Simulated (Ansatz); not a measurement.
# F2H7NOSi: the cost of one run

Method: UKS PBE0/STO-3G, in Ansatz 0.2.0.

### Step 1. The structure to begin with

Bond lengths: Si1–F2 2.004 Å, Si1–H3 1.455 Å, Si1–H4 1.442 Å, Si1–O5 1.642 Å, Si1–N7 2.120 Å, O5–H10 0.953 Å, N7–H11 1.008 Å, N7–H12 1.008 Å. Angles: F2–Si1–H3 81.5°, F2–Si1–H4 81.2°, F2–Si1–O5 173.7°, F2–Si1–N7 82.1°, H3–Si1–H4 143.6°, H3–Si1–O5 104.6°, H3–Si1–N7 101.0°, H4–Si1–O5 92.8°, H4–Si1–N7 108.1°, O5–Si1–N7 98.2°, Si1–O5–H10 125.2°, Si1–N7–H11 111.2°, Si1–N7–H12 109.0°, H11–N7–H12 108.8°.

Structure file:

```xyz
12

Si   -0.6224    0.5090    0.7554
F    -0.6248   -1.4903    0.8989
H     0.4247    0.3633    1.7546
H    -2.0214    0.2702    0.4974
O    -0.7793    2.1316    0.5554
H     0.9319   -1.1525   -0.9205
N     0.4554    0.0895   -1.0218
H     0.2127   -2.1030    0.3026
F     1.0754   -2.2783   -0.5100
H    -0.0777    2.7687    0.6573
H     1.2001    0.7550   -1.1615
H    -0.1747    0.1369   -1.8077
```

### Step 2. Run 1

150 steps of 0.5 fs at constant energy, with velocities drawn for 600 K.

input.yaml

```yaml
crystal:
  periodic: [false, false, false]
  atoms:
    - { symbol: Si, position_ang: [-0.6224, 0.509, 0.7554] }
    - { symbol: F, position_ang: [-0.6248, -1.4903, 0.8989] }
    - { symbol: H, position_ang: [0.4247, 0.3633, 1.7546] }
    - { symbol: H, position_ang: [-2.0214, 0.2702, 0.4974] }
    - { symbol: O, position_ang: [-0.7793, 2.1316, 0.5554] }
    - { symbol: H, position_ang: [0.9319, -1.1525, -0.9205] }
    - { symbol: "N", position_ang: [0.4554, 0.0895, -1.0218] }
    - { symbol: H, position_ang: [0.2127, -2.103, 0.3026] }
    - { symbol: F, position_ang: [1.0754, -2.2783, -0.51] }
    - { symbol: H, position_ang: [-0.0777, 2.7687, 0.6573] }
    - { symbol: H, position_ang: [1.2001, 0.755, -1.1615] }
    - { symbol: H, position_ang: [-0.1747, 0.1369, -1.8077] }
magnetization:
  spin_polarized: true
basis:
  gaussian: { orbitals: STO-3G }
hamiltonian:
  xc: pbe0
md:
  timestep: 0.5
  n_steps: 150
  ensemble: nve
  temperature: 600.0
  initial_velocities: maxwell_boltzmann
  seed: 852485
```

Command:

```sh
$ ansatz run input.yaml --threads 1 --pin off --max-ram 2048MiB --backend cpu --events-out ev --progress --plain --runs-dir out
```

Q: Estimate wall time and peak memory on 1 thread of Arm Neoverse N1, shared host.

About 15 min, with a peak of 0.15 GiB.
